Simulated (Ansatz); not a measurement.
# SrTl (110): surface energy and levels, part 2 of 2

Aim: for SrTl, find the bulk's equilibrium cell, then cut the (110) surface, relax it and get its surface energy and levels.

Ansatz 0.2.0; DFT PBEsol, scalar-relativistic, plane waves, PAW. Earlier steps stand in the parts before.

**8. Relaxing the (110) slab**

input.yaml

```yaml
crystal:
  lattice:
    - [4.0214326566, 0.0, 0.0]
    - [0.0, 5.6871646031, 0.0]
    - [0.0, 0.0, 23.5307469047]
  atoms:
    - { symbol: Sr, position: [0.0, 0.5, 0.3187319141] }
    - { symbol: Tl, position: [0.5, 0.0, 0.3187319141] }
    - { symbol: Sr, position: [0.0, 0.0, 0.4395773047] }
    - { symbol: Tl, position: [0.5, 0.5, 0.4395773047] }
    - { symbol: Sr, position: [0.0, 0.5, 0.5604226953] }
    - { symbol: Tl, position: [0.5, 0.0, 0.5604226953] }
    - { symbol: Sr, position: [0.0, 0.0, 0.6812680859] }
    - { symbol: Tl, position: [0.5, 0.5, 0.6812680859] }
basis:
  ecutwfc: 420
kpoints:
  mp_grid: { grid: [9, 6, 1] }
hamiltonian:
  xc: pbesol
scf:
  occupations: { method: gaussian, width: 0.1 }
output:
  forces: true
  eigenvalues: true
  write_density: true
  write_potential: true
  elf: true
  volumetric_format: npy
relax:
  adjacent_minimum: "off"
  f_tol: 0.02
  max_steps: 60
efield:
  axis: 3
  dipole_correction: true
  ramp_width: 0.04
```

Run with:

```
ansatz run input.yaml --threads 2 --pin off --max-ram 5632MiB --backend cpu --events-out ev --progress --plain --runs-dir out
```

The log of the run:

```text
Warning: RAYON_NUM_THREADS=2 ignored (pool sized by the plan → 2); use --threads N
Engine: ansatz 0.2.0, x86_64-unknown-linux-gnu
Pseudopotentials: kind: paw
Pseudopotential: Sr, paw, valence charge 10, recommended cutoff 420 eV (normal), Sr.paw.azcp
Pseudopotential: Tl, paw, valence charge 13, recommended cutoff 420 eV (normal), Tl.paw.azcp
Functional definition: PBEsol
  exchange = pbesol_x
  correlation = pbesol_c
Crystal: 8 atoms, lattice volume = 538.161 Å³
Basis set: ecut = 420 eV, 10549 PW (Γ), exchange–correlation on 54×80×320 points (8 copies of the dense FFT grid, shifted against one another)
Bands: 56, of which v1, the nominal top of the filled ones, is band 46 counted from 1 (45 counted from 0)
Symmetry: 4 space group operations
k-points: 20 of 54
Non-local potential: Sr, projectors of the file, l = 0: 3, l = 1: 2, l = 2: 2
Non-local potential: Tl, projectors of the file, l = 0: 2, l = 1: 2, l = 2: 2, l = 3: 1
PAW form: soft (Blöchl's): semilocal exchange-correlation on the pseudo side does not see the compensation charge
PAW frozen core: Sr, regenerated for the run's functional, and the local potential with it (the file was generated under x = pbe(κ = 0.804, μ = 0.2195149727645171), c = pbe(β = 0.06672455060314922))
PAW frozen core: Tl, regenerated for the run's functional, and the local potential with it (the file was generated under x = pbe(κ = 0.804, μ = 0.2195149727645171), c = pbe(β = 0.06672455060314922))
PAW one-centre angular grid: Sr, 110 points (default); XC on 64 Gauss nodes
PAW one-centre angular grid: Tl, 590 points (default); XC on 64 Gauss nodes
Initial density: superposition of atomic densities (neutral atoms: chi_scale 0, normalization atom), corrected by the library's trained network
Initial wavefunctions: pseudopotential atomic-orbital guess
Functional: x = pbesol(κ = 0.804, μ = 0.12345679012345678), c = pbesol(β = 0.046)
SCF iter   1: F=—  HF=-59153.685679 eV  |F-HF|=—  |Δ(HF+E_count)|=         —  Δρ=1.98e-3  dr2=1.90e-1  ethr=1.77e-3  p=0.000 e·Å  D=1.13e-13 V/Å  ΔV_dip=-0.00 eV  dr2_dipole=5.80e-9  V_vac-E_F(+/−)=3.17/3.17 eV  ⟨swp⟩=12.4  Hψ=6430  notcnv=0
efield: sawtooth ramp at fractional position 0.9800 (placed from the atoms, in the widest stretch of the axis that holds none; the zero of the levels goes with the place), width 0.0400; the density the first Hamiltonian is built on has a dipole p = 0.000 e·Å; the dipole correction subtracts the counter field D = 1.13e-13 V/Å, which shifts the + side's vacuum level by -0.00 eV against the − side's; the planar-averaged density in the ramp window peaks in size at 9.5e-6 e/Å³
preconditioner: auto → LDOS  [metal: Δε(μ)=0.014 eV  Ē_g=12.720 eV  σ=0.100 eV  W_gap=0.08  n_scr=78 (ndim 8)  ℏωp=14.7 eV  f_vac=0.457  D(μ)=6.22/eV (n_scr^D=24)  β→1.0]
SCF iter   2: F=—  HF=-59153.678960 eV  |F-HF|=—  |Δ(HF+E_count)|=   6.72e-3  Δρ=9.89e-4  dr2=5.75e-3  ethr=2.07e-4  p=-0.000 e·Å  D=-9.84e-6 V/Å  ΔV_dip=0.00 eV  dr2_dipole=2.73e-9  V_vac-E_F(+/−)=3.22/3.22 eV  ⟨swp⟩=2.6  Hψ=2000  notcnv=0  defer=20
SCF iter   3: F=—  HF=-59153.678260 eV  |F-HF|=—  |Δ(HF+E_count)|=   7.00e-4  Δρ=5.78e-4  dr2=2.74e-3  ethr=6.25e-6  p=-0.000 e·Å  D=-4.75e-6 V/Å  ΔV_dip=0.00 eV  dr2_dipole=1.22e-10  V_vac-E_F(+/−)=3.21/3.21 eV  ⟨swp⟩=2.0  Hψ=1725  notcnv=0  defer=20
SCF iter   4: F=—  HF=-59153.677623 eV  |F-HF|=—  |Δ(HF+E_count)|=   6.37e-4  Δρ=1.92e-4  dr2=4.59e-4  ethr=2.98e-6  p=-0.000 e·Å  D=-2.36e-6 V/Å  ΔV_dip=0.00 eV  dr2_dipole=1.11e-10  V_vac-E_F(+/−)=3.22/3.22 eV  ⟨swp⟩=2.0  Hψ=1494  notcnv=0  defer=20
SCF iter   5: F=—  HF=-59153.677564 eV  |F-HF|=—  |Δ(HF+E_count)|=   5.84e-5  Δρ=6.16e-5  dr2=3.28e-5  ethr=4.99e-7  p=-0.000 e·Å  D=-1.21e-6 V/Å  ΔV_dip=0.00 eV  dr2_dipole=7.52e-12  V_vac-E_F(+/−)=3.22/3.22 eV  ⟨swp⟩=2.7  Hψ=1828  notcnv=0  defer=20
SCF iter   6: F=-59153.677559 eV  HF=-59153.677559 eV  |F-HF|=5.41e-7  |Δ(HF+E_count)|=   4.97e-6  Δρ=1.37e-5  dr2=1.98e-6  ethr=1.09e-8  p=-0.000 e·Å  D=-5.37e-7 V/Å  ΔV_dip=0.00 eV  dr2_dipole=1.34e-14  V_vac-E_F(+/−)=3.22/3.22 eV  ⟨swp⟩=22.7  Hψ=13740  notcnv=0
SCF 1 converged in 6 iterations: F = -59153.677559 eV  dr2 = 1.98e-6
relax step   1: F+E_penalty+E_count = -59153.67755867 eV  Δ(F+E_penalty+E_count) = +0.000e0 eV  max|allowed force component| = 2.349e-1 eV/Å  Δτ_max = 0.0000 Å  (6 SCF iters, dr2 threshold 1.00e-5 eV, accepted)
[... 12 lines left out ...]
relax step   2: F+E_penalty+E_count = -59153.73327443 eV  Δ(F+E_penalty+E_count) = -5.572e-2 eV  max|allowed force component| = 1.926e-1 eV/Å  Δτ_max = 0.0740 Å  (6 SCF iters, dr2 threshold 3.45e-6 eV, accepted)
[... 14 lines left out ...]
relax step   3: F+E_penalty+E_count = -59153.78232405 eV  Δ(F+E_penalty+E_count) = -4.905e-2 eV  max|allowed force component| = 8.274e-2 eV/Å  Δτ_max = 0.1938 Å  (9 SCF iters, dr2 threshold 2.32e-6 eV, accepted)
[... 9 lines left out ...]
relax step   4: F+E_penalty+E_count = -59153.78535399 eV  Δ(F+E_penalty+E_count) = -3.030e-3 eV  max|allowed force component| = 2.879e-2 eV/Å  Δτ_max = 0.0405 Å  (6 SCF iters, dr2 threshold 1.26e-6 eV, accepted)
[... 9 lines left out ...]
relax step   5: F+E_penalty+E_count = -59153.78585186 eV  Δ(F+E_penalty+E_count) = -4.979e-4 eV  max|allowed force component| = 3.871e-3 eV/Å  Δτ_max = 0.0117 Å  (6 SCF iters, accepted)
WARN: The output density's exchange-correlation potential varies sharply where the density is thin. Do not read a vacuum level from v_tot or v_xc, or from such a field of the output density. On a cell that repeats whose density bears no net charge and no dipole along the vacuum's axis use v_es (v_loc + v_h of the components); under efield.dipole_correction with no amplitude use v_es + v_field, which holds any external_charges[].barrier, or the levels of the report's work_function block, which leave it out; under a non-zero efield.amplitude the vacuum is tilted and has no level; on a cell that repeats and bears such a dipole with no correction it is tilted too, and efield.dipole_correction with no amplitude gives each side of its ramp a level where efield: is served; in a cell that repeats whose density bears a net charge (total_charge, or a fill off its count) it is curved and has none; of a slab under crystal.periodic whose density bears no net charge use v_es, which has a level on each side, short of where the two are joined; of another it falls or rises all the way out and has none; of a slab beside external_charges read slab_vacuum_level instead, which it has where they leave it neutral. The grid or the basis barely resolves most such structure, and the values can differ between equally converged runs; as a rule a tighter scf.convergence.dr2_threshold does not remove it. Where the density itself ripples (under the LDA too) a higher basis.ecutwfc lessens it. The files hold the spikes' plane waves up to the density's cutoff. Files: v_tot_of_output_density and the like, and their columns of v_z.tsv (output.write_potential); v_xc_of_output_density and the like, and their columns of v_comp_z.tsv (output.write_potential_components). Measured: with its Gaussian average of σ = 0.25 Å subtracted twice, the exchange-correlation potential is over 0.1 eV at 4610 of the grid points where the equally averaged density (valence and model cores) is under 1e-3 e/Å³, and 0.854 eV at the most among them, at an averaged density of 9.0e-7 e/Å³. The input density's (outcome.potential() and, of a run that writes arrays, v_tot and v_xc) is over 0.1 eV, so measured, at 4566 points of its own thin density, 1.17 eV at the most. See output.write_potential in the manual, Limitations
SCF converged after 6 iterations
Free energy (F): -59153.785852 eV
Harris-Foulkes:  -59153.785852 eV  (|F-HF|=1.12e-8)
Internal energy: -59153.753548 eV  (E = F + TS)
E sigma→0 (E₀):  -59153.769700 eV
Entropy (-TS):   -0.032304 eV (-4.038 meV/atom)
Fermi energy:    2.878053 eV
Dipole field:    D = -0.000000 V/Å  (p = -0.000000 e·Å, saw-weighted, corrected)
Work function:   Φ+ = 2.9887 eV   Φ− = 2.9887 eV
Levels:          The Fermi level and band energies are counted from a zero that moves with the ramp; work functions are not
--- Per-component energies (eV) ---
  E_band       = -967.044544
  E_kinetic    = 2311.479657
  E_local      = -42991.300217  (includes V_loc(G=0)·N_el)
  E_nonlocal   = 2088.303881
  E_hartree    = 20049.910187
  E_xc         = -1597.135299
  E_vxc        = -1209.516762  (∫ρ·V_xc dr)
  E_paw        = -50650.691399  (= ΣΔE_a)
  E_vpaw       = -1265.862728  (= ΣTr[D̂ρ^β])
  E_aug_tail   = 0.000131  (compensation charges beyond the density's cutoff)
  E_efield     = 0.000000  (sawtooth field / dipole correction)
  E_vefield    = 0.000000  (∫n·V_field dr)
  E_ewald      = 11634.989061
  E_core_change = 0.690450  (= ΣΔE_core)
  E_smearing   = -0.032304  (= −TS)
  E_closure    = 0.000000  (closes the sum)
  Σ components = -59153.785852   (vs F -59153.785852, Δ=0.00e0)
--- Forces (eV/Å), atoms counted from 1 ---
  atom   1  Sr     0.00000000     0.00000000     0.00068732
  atom   2  Tl     0.00000000     0.00000000    -0.00099052
  atom   3  Sr     0.00000000     0.00000000     0.00387072
  atom   4  Tl     0.00000000     0.00000000    -0.00163203
  atom   5  Sr     0.00000000     0.00000000    -0.00387031
  atom   6  Tl     0.00000000     0.00000000     0.00163226
  atom   7  Sr     0.00000000     0.00000000    -0.00068729
  atom   8  Tl     0.00000000     0.00000000     0.00098988
  max |Σ_I F_I| component: 2.63e-8 eV/Å
--- Band table (eV; the first three rows and the last of 20) ---
  k-point 0: bands = ["-33.3144", "-33.3144", "-32.8220", "-32.8018", "-15.4148", "-15.4142", "-15.3107", "-15.3101", "-15.2425", "-15.2425", "-14.9703", "-14.9514", "-14.8310", "-14.8141", "-14.7813", "-14.7490", "-8.4949", "-8.4921", "-8.4807", "-8.4771", "-8.4601", "-8.4522", "-8.4250", "-8.4177", "-8.4147", "-8.4035", "-8.4012", "-8.3984", "-8.3607", "-8.3570", "-8.3562", "-8.3519", "-8.3352", "-8.3312", "-8.2736", "-8.2451", "-4.8326", "-4.4195", "-3.2928", "-3.0228", "1.7004", "2.0657", "2.0959", "2.2681", "2.4521", "2.8816", "3.6460", "3.9734", "4.2246", "4.5553", "4.6306", "4.7371", "4.9352", "5.1424", "5.1805", "5.4363"]
[... 3 lines left out ...]
--- Relaxed structure (5 steps of the walk, 5 accepted, 0 SCFs on fresh bases) ---
  F+E_penalty+E_count = -59153.78585186 eV   max|allowed force component| = 3.871e-3 eV/Å
  atoms:
    - { symbol: Sr, position: [0.0, 0.5, 0.312997313674796] }
    - { symbol: Tl, position: [0.5, 0.0, 0.32604896341012624] }
    - { symbol: Sr, position: [0.0, 0.0, 0.4451606133885648] }
    - { symbol: Tl, position: [0.5, 0.5, 0.42906330321807407] }
    - { symbol: Sr, position: [0.0, 0.5, 0.5548393833452135] }
    - { symbol: Tl, position: [0.5, 0.0, 0.5709366919588594] }
    - { symbol: Sr, position: [0.0, 0.0, 0.6870026823413313] }
    - { symbol: Tl, position: [0.5, 0.5, 0.6739510486630341] }
```

Run time: 90 s. Hardware: 2 threads of Intel Xeon 6975P-C (Granite Rapids), shared host; peak memory 0.99 GiB.

Step by step:

| step | E - E(step 1) (eV/cell) | largest force component (eV/Å) |
| --- | --- | --- |
| 1 | 0.0000 | 0.2349 |
| 2 | -0.0557 | 0.1926 |
| 3 | -0.1048 | 0.0827 |
| 4 | -0.1078 | 0.0288 |
| 5 | -0.1083 | 0.0039 |

Step 1 is the start.

This gives work function 2.99 eV.

Plane-averaged electrostatic potential energy of an electron across the slab, counted from the Fermi level:

(z (Å), V (eV)): (1.47, 2.99), (1.76, 2.99), (2.35, 2.99), (2.65, 2.99), (3.24, 2.98), (3.53, 2.97), (4.12, 2.95), (4.41, 2.91), (4.71, 2.86), (5.29, 2.60), (5.59, 2.31), (6.18, 0.96), (6.47, -0.68), (7.06, -10.89), (7.35, -14.89), (7.65, -13.54), (8.24, -4.40), (8.53, -0.83), (9.12, 0.25), (9.41, -2.48), (10.00, -10.67), (10.29, -14.31), (10.59, -13.49), (11.18, -2.37), (11.47, -0.02), (12.06, -0.02), (12.35, -2.37), (12.94, -13.49), (13.24, -14.31), (13.53, -10.67), (14.12, -2.48), (14.41, 0.25), (15.00, -0.83), (15.29, -4.40), (15.88, -13.54), (16.18, -14.89), (16.47, -10.89), (17.06, -0.68), (17.35, 0.96), (17.94, 2.31), (18.24, 2.60), (18.82, 2.86), (19.12, 2.91), (19.41, 2.95), (20.00, 2.97), (20.30, 2.98), (20.88, 2.99), (21.18, 2.99), (21.77, 2.99), (22.06, 2.99)

Density in a lattice plane of the grid's cell (edges 4.02 and 23.53 Å, at 0.000 of the third edge), which holds Tl and Sr.

Ten even steps from ' ' (0.00 e/Å³) to '@' (4.02 e/Å³):
```
            
            
            
            
            
++==      ==
::          
    ::++::  
    --@@--  
            
--==      ==
..          
    ::%%::  
    ::##::  
            
            
            
            
            
            
```
Columns run along the first of these edges and rows up along the second, over one cell in 6 and 20 even steps from the bottom left corner. Atoms in the plane (fractional): Tl at (0.50, 0.33), Sr at (0.00, 0.45), Tl at (0.50, 0.57), Sr at (0.00, 0.69).

ELF in the same plane.

Ten even steps from '0' (0.00) to '9' (0.85):
```
000000
000000
000000
001110
100300
391119
951315
344344
444144
103430
091019
621312
334243
344244
124442
001110
000000
000000
000000
000000
```
Columns run along the first of these edges and rows up along the second, over one cell in 6 and 20 even steps from the bottom left corner. Atoms in the plane (fractional): Tl at (0.50, 0.33), Sr at (0.00, 0.45), Tl at (0.50, 0.57), Sr at (0.00, 0.69).

Both are smooth fields of the valence electrons: close to the nuclei they are not physical.

Maxima of ELF outside the ion cores: 0.48 outside the outer layer, 1.9 Å from Tl.

**9. What the (110) slab gives**

γ = (E_slab − N E_bulk) / (2A); here N = 8 and A = 22.87 Å².

|  | as cut | relaxed |
| --- | --- | --- |
| surface energy, mean of both faces | 0.59 J/m² | 0.55 J/m² |
| work function | 3.22 eV | 2.99 eV |
| dipole along +c (e·Å/cell) | 0.000 | 0.000 |

Spacings of the planes, from the bottom up:

| plane | atoms | spacing to the next, as cut (Å) | relaxed (Å) | change (%) | rumpling (Å) |
| --- | --- | --- | --- | --- | --- |
| 1 | SrTl | 2.844 | 2.767 | -2.7 | 0.307 |
| 2 | SrTl | 2.844 | 2.960 | +4.1 | 0.379 |
| 3 | SrTl | 2.844 | 2.767 | -2.7 | 0.379 |
| 4 | SrTl |  |  |  | 0.307 |

**10. Outcome**

This closing draws on all 2 parts. Changes of volume or cell count from the first structure of part 1.

| quantity | value |
| --- | --- |
| bulk: relaxed cell | a = 4.021 Å, b = 4.021 Å, c = 4.021 Å, α = 90.00°, β = 90.00°, γ = 90.00° |
| bulk: space group (0.01 Å) | Pm-3m (No. 221) |
| bulk: volume | 32.52 Å³/atom |
| bulk: formation energy (elements from runs with the same settings, not shown) | -0.48 eV/atom |
| surface energy, (110), cut with SrTl on top | 0.55 J/m² |
| work function, (110), cut with SrTl on top | 2.99 eV |

What this shows: The bulk's relaxed volume is 0.8 % smaller than at the start. The outermost spacing of (110) contracts by 2.7 %, and relaxation gains 0.038 J/m² a face. Another spacing, gap 2 from the bottom, changes more, by +4.1 %. The top plane rumples by 0.31 Å. Inner planes relax by over 3 % too, so the slab is too thin to hold a bulk-like region. The runs treat Tl without spin-orbit coupling.
